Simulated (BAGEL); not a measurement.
**HF/def2-SVP (density fitting with cc-pvqz-jkfit) run of C2HCl2F3 (2,2-Dichloro-1,1,1-trifluoroethane)**

Aim: the energy change on altering one bond length of C2HCl2F3 (2,2-Dichloro-1,1,1-trifluoroethane) at HF/def2-SVP (density fitting with cc-pvqz-jkfit), from 2 runs. 

The calculation is run with BAGEL 1.2.2.

5 further runs of the same task are left out: 3 that didn't finish, 2 set aside as unsound or not needed.

**1. The structure to begin with**

The species is C2HCl2F3 (8 atoms), meant as a singlet with charge 0. SMILES: `FC(F)(F)C(Cl)Cl`. The shape is that of a PBE0-D4/def2-TZVP optimisation.

Bond lengths: F1–C2 1.332 Å, C2–F3 1.332 Å, C2–F4 1.325 Å, C2–C5 1.533 Å, C5–Cl6 1.757 Å, C5–Cl7 1.757 Å, C5–H8 1.088 Å. Some angles: F1–C2–F3 107.8°, F1–C2–F4 108.6°, F1–C2–C5 109.7°, F3–C2–F4 108.6°, F3–C2–C5 109.7°, F4–C2–C5 112.5°, C2–C5–Cl6 110.2°, C2–C5–Cl7 110.2°, Cl6–C5–Cl7 112.2°, C2–C5–H8 107.9°.

**2. The energy at HF/def2-SVP (density fitting with cc-pvqz-jkfit)**

The input, calc.json:

```json
{ "bagel" : [

{
  "title" : "molecule",
  "basis" : "svp",
  "df_basis" : "cc-pvqz-jkfit",
  "angstrom" : true,
  "geometry" : [
    { "atom" : "F", "xyz" : [   -0.219880,   -1.335100,    1.156620 ] },
    { "atom" : "C", "xyz" : [    0.179750,   -0.765020,    0.020570 ] },
    { "atom" : "F", "xyz" : [    1.491790,   -0.966290,   -0.095440 ] },
    { "atom" : "F", "xyz" : [   -0.429870,   -1.366410,   -0.989900 ] },
    { "atom" : "C", "xyz" : [   -0.109700,    0.739490,    0.067610 ] },
    { "atom" : "Cl", "xyz" : [   -1.826720,    1.018760,    0.311060 ] },
    { "atom" : "Cl", "xyz" : [    0.489820,    1.517250,   -1.388840 ] },
    { "atom" : "H", "xyz" : [    0.424790,    1.157290,    0.918320 ] }
  ]
},
{ "title" : "hf" },
{ "title" : "print", "file" : "orbitals.molden", "orbitals" : true }

]}
```

On the command line:

```console
$ BAGEL_NUM_THREADS=1 BAGEL calc.json > calc.out
```

Standard output:

```text
* using 1 threads per process

  ===============================================================
  ===============================================================

  *** Geometry ***

  { "atom" : "F", "xyz" : [     -0.415513,     -2.522973,      2.185695 ] },
  { "atom" : "C", "xyz" : [      0.339678,     -1.445678,      0.038872 ] },
  { "atom" : "F", "xyz" : [      2.819075,     -1.826023,     -0.180355 ] },
  { "atom" : "F", "xyz" : [     -0.812337,     -2.582141,     -1.870640 ] },
  { "atom" : "C", "xyz" : [     -0.207303,      1.397434,      0.127764 ] },
  { "atom" : "Cl", "xyz" : [     -3.452001,      1.925177,      0.587818 ] },
  { "atom" : "Cl", "xyz" : [      0.925626,      2.867187,     -2.624527 ] },
  { "atom" : "H", "xyz" : [      0.802737,      2.186961,      1.735373 ] },

  Number of auxiliary basis functions:      877

  Since a DF basis is specified, we compute 2- and 3-index integrals:
    o Being stored without compression. Storage requirement is 0.086 GB

  Number of basis functions:      111
  Number of electrons      :       74

    * METHOD: MOLECULE                             0.82

  *** RHF ***

  === Nuclear Repulsion ===
   493.1800326538

      * DIIS with orbital gradients will be used.

  === RHF iteration (svp) ===
      0      -1292.77807044          0.01670985           0.33
      1      -1292.94066813          0.01129713           0.32
      2      -1293.03577175          0.00109632           0.32
      3      -1293.03771146          0.00037937           0.32
      4      -1293.03787799          0.00008705           0.32
      5      -1293.03789470          0.00002463           0.32
      6      -1293.03789592          0.00000743           0.32
      7      -1293.03789602          0.00000180           0.32
      8      -1293.03789603          0.00000072           0.31
      9      -1293.03789603          0.00000031           0.31
     10      -1293.03789603          0.00000009           0.31
     11      -1293.03789603          0.00000004           0.31
     12      -1293.03789603          0.00000001           0.31
     13      -1293.03789603          0.00000000           0.32
    * SCF iteration converged.

    * Permanent dipole moment:
           (   -0.173382,    -0.476804,    -0.376501) a.u.

    * METHOD: HF                                   4.89

    * METHOD: PRINT                                0.02

  ===============================================================
```

Run time: 6 s. Hardware: 1 thread of Arm Neoverse V2, shared host; peak memory 0.29 GiB.

**3. The distorted shape**

The input, input.json:

```json
{ "bagel": [

{
  "title": "molecule",
  "basis": "svp",
  "df_basis": "cc-pvqz-jkfit",
  "angstrom": true,
  "geometry": [
    { "atom": "F", "xyz": [       1.840565,      -1.670227,       0.864477 ] },
    { "atom": "C", "xyz": [       2.240195,      -1.100147,      -0.271573 ] },
    { "atom": "F", "xyz": [       3.552235,      -1.301417,      -0.387583 ] },
    { "atom": "F", "xyz": [       1.630575,      -1.701537,      -1.282043 ] },
    { "atom": "C", "xyz": [       1.950745,       0.404363,      -0.224533 ] },
    { "atom": "Cl", "xyz": [      -1.826720,       1.018760,       0.311060 ] },
    { "atom": "Cl", "xyz": [       2.550265,       1.182123,      -1.680983 ] },
    { "atom": "H", "xyz": [       2.485235,       0.822163,       0.626177 ] }
  ]
},

{ "title": "hf", "charge": 0 },

{ "title": "print", "file": "orbitals.molden", "orbitals": true }

]}
```

On the command line:

```console
$ BAGEL_NUM_THREADS=1 BAGEL input.json > input.out
```

Standard output:

```text
* using 1 threads per process

  ===============================================================
  ===============================================================

  *** Geometry ***

  { "atom" : "F", "xyz" : [      3.478164,     -3.156272,      1.633625 ] },
  { "atom" : "C", "xyz" : [      4.233355,     -2.078977,     -0.513199 ] },
  { "atom" : "F", "xyz" : [      6.712751,     -2.459322,     -0.732426 ] },
  { "atom" : "F", "xyz" : [      3.081340,     -3.215439,     -2.422710 ] },
  { "atom" : "C", "xyz" : [      3.686374,      0.764135,     -0.424306 ] },
  { "atom" : "Cl", "xyz" : [     -3.452001,      1.925177,      0.587818 ] },
  { "atom" : "Cl", "xyz" : [      4.819302,      2.233889,     -3.176597 ] },
  { "atom" : "H", "xyz" : [      4.696414,      1.553663,      1.183303 ] },

  Number of auxiliary basis functions:      877

  Since a DF basis is specified, we compute 2- and 3-index integrals:
    o Being stored without compression. Storage requirement is 0.086 GB

  Number of basis functions:      111
  Number of electrons      :       74

    * METHOD: MOLECULE                             0.87

  *** RHF ***

  === Nuclear Repulsion ===
   419.8180983128

      * DIIS with orbital gradients will be used.

  === RHF iteration (svp) ===
      0      -1292.40527605          0.01863544           0.40
      1      -1292.01009925          0.02180409           0.39
      2      -1292.65953943          0.00802637           0.39
      3      -1292.72970413          0.00410541           0.38
      4      -1292.79110768          0.00121296           0.39
      5      -1292.80192139          0.00161367           0.40
      6      -1292.80453864          0.00121195           0.38
      7      -1292.80681195          0.00033483           0.39
      8      -1292.80709112          0.00008890           0.39
      9      -1292.80710976          0.00004674           0.39
     10      -1292.80713251          0.00003237           0.39
     11      -1292.80714921          0.00002576           0.39
     12      -1292.80717192          0.00001849           0.38
     13      -1292.80718021          0.00001837           0.39
     14      -1292.80718764          0.00000738           0.39
     15      -1292.80718921          0.00000339           0.39
     16      -1292.80718936          0.00000152           0.39
     17      -1292.80718937          0.00000055           0.39
     18      -1292.80718937          0.00000034           0.38
     19      -1292.80718937          0.00000038           0.39
     20      -1292.80718937          0.00000011           0.40
     21      -1292.80718937          0.00000007           0.39
     22      -1292.80718937          0.00000006           0.38
     23      -1292.80718937          0.00000004           0.39
     24      -1292.80718937          0.00000003           0.38
     25      -1292.80718937          0.00000002           0.38
     26      -1292.80718937          0.00000001           0.39
     27      -1292.80718937          0.00000001           0.39
    * SCF iteration converged.

    * Permanent dipole moment:
           (   -2.578173,    -0.180370,     0.278230) a.u.

    * METHOD: HF                                  11.42

    * METHOD: PRINT                                0.02

  ===============================================================
```

Wall time 13 s (1 thread of Arm Neoverse V2, shared host); peak memory 0.29 GiB.

**4. Summary of results**

At HF/def2-SVP (density fitting with cc-pvqz-jkfit):

| quantity | value |
| --- | --- |
| first shape: total energy | -1293.03790 Eh |
| first shape: dipole moment | 1.61 D |
| first shape: HOMO energy | -12.64 eV |
| first shape: LUMO energy | 4.48 eV |
| first shape: HOMO–LUMO gap | 17.12 eV |
| distorted shape: total energy | -1292.80719 Eh |
| distorted shape: dipole moment | 6.61 D |
| distorted shape: HOMO energy | -8.93 eV |
| distorted shape: LUMO energy | -4.07 eV |
| distorted shape: HOMO–LUMO gap | 4.86 eV |
| energy change with the C5–Cl6 bond stretched from 1.757 to 3.864 Å | 6.278 eV |

**Reading.** One bond (distorted shape) is far stretched, which a spin-restricted single reference describes badly; a broken-symmetry solution may lie lower. With the C5–Cl6 bond stretched from 1.757 to 3.864 Å the energy rises by 6.28 eV (145 kcal/mol). The first shape isn't relaxed at this level, so the change isn't measured from a minimum. A restricted reference can't describe the breaking bond well at this length.
